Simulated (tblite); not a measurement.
# C4H7F3Si: the cost of one run

The runs use tblite 0.8.0 and PySCF 2.14.0, with density-fitted response routines of our own; the level of theory stands in each step. All values are computed, except where a source is named. Atoms count from 0, in the outputs and in this text.

## (1) The molecule as given

15 atoms, charge 0, multiplicity 1; geometry from: force field or distance geometry start.

Bonds of the start (Å): C0–Si1 1.81, Si1–C2 1.93, C2–C3 1.51, C3–C4 1.47, C4–F5 1.35, C4–F6 1.36, C4–F7 1.36, C3–Si1 1.81, C0–H8 1.10, C0–H9 1.10, C0–H10 1.10, Si1–H11 1.49, C2–H12 1.08, C2–H13 1.08, C3–H14 1.08.

## (2) Relaxing the molecule with GFN2-xTB

Job settings and geometry (Å):

```
{"job": {"kind": "relax", "xc": "GFN2-xTB", "basis": "xTB"}, "charge": 0, "multiplicity": 1}
C     -2.317000     0.219800    -0.214000
Si    -0.688000    -0.562500    -0.097700
C      0.272400     0.072700     1.456600
C      0.799100     0.455800     0.092600
C      2.057800    -0.101900    -0.435800
F      2.295500    -1.368100    -0.042600
F      2.031600    -0.087300    -1.799900
F      3.111400     0.667400    -0.048700
H     -2.910000     0.068600     0.697900
H     -2.908000    -0.189100    -1.042500
H     -2.248000     1.300700    -0.375900
H     -0.640500    -2.046600     0.002600
H      0.725600    -0.721300     2.022200
H     -0.293100     0.805800     2.016100
H      0.706800     1.493800    -0.195400
```

On the command line:

```bash
$ OMP_NUM_THREADS=1 python probes_run.py task.json out
```

The driver reads the jobs from task.json and runs them one after another.

Q: Estimate the wall time and peak memory of this first job on 1 thread of Intel Xeon at 2.50GHz, shared host.

About 1.6 s, with a peak of 0.18 GiB.
